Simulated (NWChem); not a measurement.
**InHF (SMILES [F][InH]): U-revM06/def2-TZVPP (core potential)**

Aim: the electrostatic solvation energy at fixed shape (COSMO, heptane) of InHF at U-revM06/def2-TZVPP (core potential), from 2 runs. 

The results are computed with NWChem 7.3.0.

2 further runs of the same task are left out: 1 that didn't finish, 1 set aside as unsound or not needed.

## Step 1: Starting point

InHF has 3 atoms, charge 0, and is taken as a doublet. SMILES: `[F][InH]`. The coordinates come from a PBE0-D4/def2-TZVP relaxation.

Bond lengths: F1–In2 1.970 Å, In2–H3 1.779 Å. Angles: F1–In2–H3 113.8°.

## Step 2: The charge distribution at U-revM06/def2-TZVPP (core potential)

Contents of fhin.xyz:

```xyz
3
FHIn properties
F      1.088400     0.989500     0.694300
In    -0.522500     0.355100    -0.244800
H     -0.576900    -1.409400    -0.462800
```

Contents of fhin.nw:

```
start fhin
title "FHIn properties"
memory 2200 mb
geometry units angstroms noautoz
 load fhin.xyz
end
basis spherical
 * library def2-TZVPP
end
ecp
 In library def2-ecp
end
dft
 xc revm06
 mult 2
 grid medium
 convergence energy 1e-05
 iterations 200
 mulliken
end
property
 mulliken
 efield
 dipole
 octupole
end
task dft property
```

On the command line:

```sh
nwchem fhin.nw > fhin.out
```

Output:

```text
[...]
 Group name             Cs
[...]
          Wavefunction type:  spin polarized.
          No. of atoms     :     3
          No. of electrons :    31
[...]
          Charge           :     0
          Spin multiplicity:     2
[...]
          AO basis - number of functions:    95
[...]
              XC Information
              --------------
                       revM06 Method XC Functional
                     Hartree-Fock (Exact) Exchange  0.404
                        revM06 Exchange Functional  1.000
                      revM06 Correlation Potential  1.000
[...]
 d= 0,ls=0.0,diis     1   -290.3665073677 -3.49D+02  8.42D-03  1.87D-01     3.0
[...]
 d= 0,ls=0.0,diis     9   -290.4592533698 -6.42D-08  3.48D-06  2.60D-08    17.8
[...]
         Total DFT energy =     -290.459253369831
      One electron energy =     -592.359045383096
           Coulomb energy =      270.780663472016
    Exchange-Corr. energy =      -27.423349373042
 Nuclear repulsion energy =       58.542477914291
[...]
      Total Density - Mulliken Population Analysis
     ---------------------------------------------
    Atom       Charge   Shell Charges
 -----------   ------   -------------------------------------------------------
    1 F    9     9.53   0.77  1.20  0.61  0.95  0.42  2.27  2.11  1.19  0.00  0.00  0.00
    2 In  21    20.33   0.40 -0.84  1.61  0.83  0.96  0.47 -0.41  6.38  0.43  0.35  0.03  8.86  1.12  0.10  0.04  0.00
    3 H    1     1.13   0.22  0.50  0.40  0.00  0.01  0.00
[...]
      <S2> =      0.7557 (Exact =     0.7500)
[...]
   Dipole moment        3.0958462945 Debye(s)
             DMX        0.4941584285 DMXEFC        0.0000000000
             DMY       -3.0561530928 DMYEFC        0.0000000000
             DMZ        0.0000000000 DMZEFC        0.0000000000
   -EFC- dipole         0.0000000000 DEBYE(S)
   Total dipole         3.0958462945 DEBYE(S)
[...]
```

Wall time 19 s (1 thread of Intel Xeon 6975P-C (Granite Rapids), shared host); peak memory 0.12 GiB.

Atomic charges (e):

```csv
atom,Löwdin
F1,-0.310
In2,+0.450
H3,-0.140
```

## Step 3: Energy and one-electron properties at U-revM06/def2-TZVPP (core potential, COSMO heptane)

Contents of fhin.nw:

```
start fhin
memory total 2200 mb
charge 0

geometry units au noautoz
   F   2.05677791  1.86988400  1.31203685
   In -0.98738190  0.67104175 -0.46260496
   H  -1.09018300 -2.66338000 -0.87456525
end

basis spherical
   * library def2-TZVPP
end

ecp
   In library def2-ecp
end

cosmo
   dielec 1.9113
end

dft
   xc revm06
   mult 2
   grid medium
   convergence energy 1e-05
   maxiter 200
   mulliken
   noprint "final vectors analysis"
end

property
   mulliken
   efield
   dipole
   octupole
end

task dft property
```

On the command line:

```sh
nwchem fhin.nw > fhin.out
```

Output:

```text
[...]
 Group name             Cs
[...]
          Wavefunction type:  spin polarized.
          No. of atoms     :     3
          No. of electrons :    31
[...]
          Charge           :     0
          Spin multiplicity:     2
[...]
          AO basis - number of functions:    95
[...]
              XC Information
              --------------
                       revM06 Method XC Functional
                     Hartree-Fock (Exact) Exchange  0.404
                        revM06 Exchange Functional  1.000
                      revM06 Correlation Potential  1.000
[...]
 d= 0,ls=0.0,diis     1   -290.3665073566 -3.49D+02  8.42D-03  1.87D-01     2.3
[...]
 d= 0,ls=0.0,diis     7   -290.4663537239 -2.11D-08  1.64D-06  3.62D-09    30.6
[...]
         Total DFT energy =     -290.466353723920
      One electron energy =     -592.295820972201
           Coulomb energy =      270.790751876418
    Exchange-Corr. energy =      -27.430948320007
 Nuclear repulsion energy =       58.542473716129
             COSMO energy =       -0.072810024259
[...]
      Total Density - Mulliken Population Analysis
     ---------------------------------------------
    Atom       Charge   Shell Charges
 -----------   ------   -------------------------------------------------------
    1 F    9     9.57   0.77  1.20  0.61  0.95  0.43  2.28  2.11  1.22  0.00  0.00  0.00
    2 In  21    20.28   0.40 -0.84  1.61  0.83  0.96  0.46 -0.41  6.38  0.42  0.32  0.03  8.86  1.12  0.09  0.04  0.00
    3 H    1     1.16   0.22  0.51  0.42  0.00  0.01  0.00
[...]
      <S2> =      0.7555 (Exact =     0.7500)
[...]
   Dipole moment        3.4748112107 Debye(s)
             DMX        0.6202782499 DMXEFC        0.0000000000
             DMY       -3.4190010007 DMYEFC        0.0000000000
             DMZ        0.0000000000 DMZEFC        0.0000000000
   -EFC- dipole         0.0000000000 DEBYE(S)
   Total dipole         3.4748112107 DEBYE(S)
[...]
```

It took 32 s on 1 thread of Intel Xeon 6975P-C (Granite Rapids), shared host; peak memory 0.12 GiB.

Atomic charges (e):

```csv
atom,Löwdin
F1,-0.330
In2,+0.480
H3,-0.150
```

## Step 4: Outcome

Level: U-revM06/def2-TZVPP (core potential).

| quantity | value |
| --- | --- |
| gas phase: total energy | -290.45925 Eh |
| gas phase: dipole moment | 3.10 D |
| gas phase: HOMO energy (highest over α and β) | -6.91 eV |
| gas phase: LUMO energy (lowest over α and β) | -3.44 eV |
| gas phase: ⟨S²⟩ | 0.756 |
| COSMO, heptane: total energy | -290.46635 Eh |
| COSMO, heptane: dipole moment | 3.47 D |
| COSMO, heptane: HOMO energy (highest over α and β) | -6.73 eV |
| COSMO, heptane: LUMO energy (lowest over α and β) | -3.25 eV |
| COSMO, heptane: solvent term in the energy | -18.6 kJ/mol |
| COSMO, heptane: ⟨S²⟩ | 0.755 |
| energy change from gas to solvent at fixed shape | -0.193 eV |

What this shows: The solvent model (COSMO, heptane) lowers the energy by 0.19 eV (−18.6 kJ/mol) at the same shape. It holds the electrostatic part alone, without cavity or dispersion terms.
